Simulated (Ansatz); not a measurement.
# Ta2Cr2GeRuO12: the cost of one run

Method: DFT PBE, scalar-relativistic, plane waves, PAW, in Ansatz 0.2.0.

### 1 The structure to begin with

The cell holds 18 atoms (Cr2GeO12RuTa2): a = 5.427 Å, b = 5.427 Å, c = 7.083 Å, α = 71.87°, β = 71.87°, γ = 72.72°.

The sites of an ideal rutile lattice, at a guessed lattice constant, take 2 Ta, 2 Cr, 1 Ru, 1 Ge; 12 O (sublattices apart by semicolons), with a shake of 0.02 Å. Warren-Cowley parameters of the first shell (negative: unlike neighbours preferred): Cr-Ge -0.50, Cr-Ru -0.50, Cr-Ta -0.50, Ge-Ru +1.00, Ge-Ta -0.50, Ru-Ta -0.50. In a cell this small the draw can fall short of the order aimed at.

The coordinates stand in the first input below.

### 2 Relaxing on a coarse mesh

Cell and atoms move without symmetry, on a coarse mesh with loose thresholds.

input.yaml

```yaml
crystal:
  lattice:
    - [0.0, -4.55058351, 2.95787928]
    - [-4.55058351, 0.0, 2.95787928]
    - [-4.55058351, -4.55058351, -2.95787928]
  atoms:
    - { symbol: O, position: [0.2340331329, 0.228194144, 0.4659935571] }
    - { symbol: O, position: [0.5638404964, 0.573811329, 0.1287809346] }
    - { symbol: O, position: [0.8987649701, 0.8974869458, 0.797193199] }
    - { symbol: O, position: [0.095433779, 0.1012269119, 0.2064402143] }
    - { symbol: O, position: [0.43415532, 0.4347561666, 0.8692768163] }
    - { symbol: O, position: [0.7714743228, 0.7678335961, 0.5332516744] }
    - { symbol: O, position: [0.6383587959, 0.0252247948, 0.1691178748] }
    - { symbol: O, position: [0.9770482075, 0.3660463788, 0.8325497989] }
    - { symbol: O, position: [0.3057155244, 0.6948771553, 0.4972219984] }
    - { symbol: O, position: [0.0324839914, 0.6369105209, 0.1646434478] }
    - { symbol: O, position: [0.3597371272, 0.9773019186, 0.8304057271] }
    - { symbol: O, position: [0.6903961615, 0.302887559, 0.5010978617] }
    - { symbol: Cr, position: [0.3277863176, 0.3384580054, 0.6692129164], spin: -3.0 }
    - { symbol: Cr, position: [0.667090741, 0.6699697095, 0.825508654], spin: -3.0 }
    - { symbol: Ge, position: [0.32978567, 0.3327170794, 0.166074985] }
    - { symbol: Ru, position: [0.6700921159, 0.6720929228, 0.3306233637] }
    - { symbol: Ta, position: [0.996052894, 0.9988491535, 0.9977914791] }
    - { symbol: Ta, position: [0.0019184339, 0.9992623448, 0.4991232273] }
  symmetry: { detect: false }
basis:
  ecutwfc: 420
kpoints:
  mp_grid: { grid: [3, 3, 2], shift: [0.0, 0.0, 0.5] }
hamiltonian:
  xc: pbe
scf:
  occupations: { method: gaussian, width: 0.1 }
  lower_state_search: "off"
output:
  forces: true
  stress: true
  eigenvalues: true
  populations: true
magnetization:
  spin_polarized: true
relax:
  adjacent_minimum: "off"
  f_tol: 0.04
  max_steps: 50
  cell: { stress_tol: 0.3 }
```

The run is started by

```
$ ansatz run input.yaml --threads 4 --pin off --max-ram 9216MiB --backend cpu --events-out ev --progress --plain --runs-dir out
```

**Question.** How long does this run take on 4 threads of Intel Xeon 6975P-C (Granite Rapids), shared host, and how much memory does it need?

About 72 s, with a peak of 0.95 GiB.
